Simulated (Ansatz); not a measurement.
Write the native input for Ansatz 0.2.0 that does the following.

```
Task                : single point
Functional          : PBEsol
Potentials or basis : all-electron LAPW, scalar-relativistic
Cutoff              : 273 eV (chosen from the basis error)
Basis error allowed : 0.001 eV/atom
k mesh              : 5 × 5 × 5
Occupations         : gaussian, width 0.05 eV
Spin                : no spin polarisation
Hubbard terms       : Ru d U = 6 eV
```

The system is TeRu.

```
Ru Te
1.0
     0.00000    3.11393    3.11393
     3.11393    0.00000    3.11393
     3.11393    3.11393    0.00000
Ru Te
1 1
Direct
  0.00000 0.00000 0.00000
  0.25000 0.25000 0.25000
```

The cell comes from a database or a generator and needn't be the stable form of this composition.

The input as run:

input.yaml

```yaml
crystal:
  lattice:
    - [0.0, 3.11392972, 3.11392972]
    - [3.11392972, 0.0, 3.11392972]
    - [3.11392972, 3.11392972, 0.0]
  atoms:
    - { symbol: Ru, position: [0.0, 0.0, 0.0] }
    - { symbol: Te, position: [0.25, 0.25, 0.25] }
kpoints:
  mp_grid: { grid: [5, 5, 5] }
scf:
  occupations: { method: gaussian, width: 0.05 }
hamiltonian:
  xc: pbesol
  pseudopotentials: { kind: all_electron, lapw: { basis_error: 0.001 } }
  hubbard:
    sites: [{ species: Ru, l: d, u_eff: 6 }]
    double_counting: fll
    projectors: ortho-atomic
output:
  forces: true
  stress: true
  eigenvalues: true
  hubbard: {}
```

Potentials or basis: all-electron LAPW, scalar-relativistic.

Command:

```sh
$ ansatz run input.yaml --threads 1 --pin off --max-ram 3072MiB --backend cpu --events-out ev --progress --plain --runs-dir out
```

Results of the run:

```yaml
Pressure: -13.6 GPa
Band_gap_on_the_k_mesh: none (metal or under the smearing width)
```

Caveat: the k mesh is thin for a metal, which can move the energy by tens of meV per atom; U is the effective U less J, on atomic orbitals that reach past the spheres; U without spin polarisation on a metal has little footing; the U is typed as a test and isn't derived for this compound.

Run time: 19 s on 1 thread of Arm Neoverse N1, on a shared host, peak memory 0.29 GiB.
